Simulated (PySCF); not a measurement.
# Al4H8P4 ((HAlPH)4 cubane): the cost of one run

The runs use PySCF 2.14.0, with density-fitted response routines of our own; the level of theory stands in each step. All values are computed, except where a source is named. Atoms count from 0, in the outputs and in this text.

### Step 1. Starting geometry

16 atoms, charge 0, multiplicity 1; geometry from: GFN2-xTB. The atoms were then displaced at random by about 0.03 Å, so the start is not that level's minimum.

Bonds of the start (Å): Al0–H1 1.61, Al0–P2 2.29, Al0–P5 2.40, Al0–P8 2.33, P2–Al3 2.55, P2–Al9 2.37, P2–H12 1.37, Al3–H4 1.41, Al3–P5 2.48, Al3–P11 2.40, P5–Al6 2.42, P5–H13 1.36, Al6–H7 1.54, Al6–P8 2.46, Al6–P11 2.41, P8–Al9 2.41, P8–H14 1.42, Al9–H10 1.53, Al9–P11 2.44, P11–H15 1.34.

### Step 2. Geometry optimisation at PBE0-D3(BJ)/def2-SVP

Job settings and geometry (Å):

```
{"job": {"xc": "PBE0", "basis": "def2-SVP", "d3": "d3bj", "grid": 1, "maxiter": 40, "shake": 0.03, "kind": "geom"}, "charge": 0, "multiplicity": 1}
Al    -1.465360     1.075540     0.659690
H     -2.692680     2.006480     1.128070
P     -0.388500    -0.362230     2.080830
Al     1.774140     0.468570     1.018230
H      2.925750     0.790350     1.773800
P      0.474830     2.096700    -0.320280
Al     0.334750     0.325340    -1.966860
H      0.581650     0.597040    -3.464730
P     -1.798210    -0.477750    -1.043360
Al    -0.462050    -1.952530     0.321530
H     -0.820650    -3.419410     0.536700
P      1.651730    -1.230690    -0.672650
H     -0.621450    -0.550580     3.419740
H      0.746280     3.416890    -0.490850
H     -2.948040    -0.840990    -1.801640
H      2.673430    -1.976670    -1.111800
```

Command:

```console
$ OMP_NUM_THREADS=1 python probes_run.py task.json out
```

This one command runs all jobs of the session in turn.

**Question.** How long does this first job take on 1 thread of Intel Xeon at 2.50GHz, shared host, and how much memory does it need?

About 12 min, with a peak of 0.98 GiB.
